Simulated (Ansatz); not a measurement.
# SnO2, space group Pnnm: densities of the highest filled and lowest empty bands

Run with Ansatz 0.2.0, Python API.

Input file `POSCAR`:
```text
SnO2
1.0
   4.78800400    0.00000000    0.00000000
   0.00000000    4.86658200    0.00000000
   0.00000000    0.00000000    3.24089800
Sn O
2 4
Direct
   0.50000000    0.50000000    0.50000000
   0.00000000    0.00000000    0.00000000
   0.29185500    0.32104200    0.00000000
   0.79185500    0.17895800    0.50000000
   0.20814500    0.82104200    0.50000000
   0.70814500    0.67895800    0.00000000
```

`sno2_partial.py`:
```python
"""Densities of the top valence and bottom conduction bands of SnO2."""

import itertools

import ansatz as az
from ase.io import read
import numpy as np

atoms = read("POSCAR", format="vasp")
xtal = az.Crystal.from_ase(atoms)

setup = xtal.calculation()
setup = setup.functional(az.Functional.LDA)
setup = setup.kpoints(3, 3, 5).occupations("fixed")
setup = setup.band_densities([("v3", "v1"), ("c1", "c1")])
history = []
out = setup.session().plan().execute(on_event=lambda event: history.append(event["data"]["dr2_ev"]) if event["event"] == "scf_iter" else None)
report = out.report
print("density residual by iteration (eV):", " ".join(f"{value:.1e}" for value in history[:40]))
# share of each window within a sphere about each atom, summed on the grid
cell = np.asarray(out.lattice.cell_ang)
for names, window in zip([("v3", "v1"), ("c1", "c1")], out.band_densities().windows):
    density = window.outcome.density
    rho = density.channels[0].density_e_per_ang3
    axes = density.fft_grid_basis @ cell
    points = np.stack(np.meshgrid(*(np.arange(n) / n for n in rho.shape), indexing="ij"), axis=-1)
    print("bands", names, "electrons", np.round(window.outcome.n_electrons, 3), "peak", round(float(rho.max()), 3), "e/A^3")
    for index, site in enumerate(out.lattice.sites):
        offset = points - np.asarray(site.position_ang) @ np.linalg.inv(axes)
        offset -= np.round(offset)
        distance = np.min([np.linalg.norm((offset + image) @ axes, axis=-1) for image in itertools.product((-1, 0, 1), repeat=3)], axis=0)
        print(f"   {index} {site.symbol:2s} {100 * rho[distance < 1.0].sum() / rho.sum():5.1f} % within 1.0 A")
```

```console
$ python sno2_partial.py
DeckWarning: basis.ecutwfc = 420 eV, auto-derived from the records' recommended cutoffs: set by Sn (normal level)
density residual by iteration (eV): 2.4e-01 6.8e-03 1.8e-03 9.5e-05 4.6e-06 1.5e-07 4.5e-09
bands ('v3', 'v1') electrons [6.] peak 2.761 e/A^3
   0 Sn   0.8 % within 1.0 A
   1 Sn   0.8 % within 1.0 A
   2 O   20.6 % within 1.0 A
   3 O   20.6 % within 1.0 A
   4 O   20.6 % within 1.0 A
   5 O   20.6 % within 1.0 A
bands ('c1', 'c1') electrons [2.] peak 0.475 e/A^3
   0 Sn  11.5 % within 1.0 A
   1 Sn  11.5 % within 1.0 A
   2 O   12.0 % within 1.0 A
   3 O   12.0 % within 1.0 A
   4 O   12.0 % within 1.0 A
   5 O   12.0 % within 1.0 A
```
(Warnings from the package without file and line.)

Notes:
- The structure comes from a database of computed cells and needn't be a stable or known phase.
- The windows are summed over all k-points with every state counted as full, the empty ones too; where a window cuts a degenerate level its bands share the weight. Values near the nuclei depend on the potentials. Spheres that overlap count density twice, so shares are no populations.
- Timing: 1.6 s on 1 thread of AMD EPYC 9R45 96-Core Processor (Zen 5), with other jobs on the host, peak memory 0.46 GiB.

(Lines on the test bed's own set-up are left out of the output.)
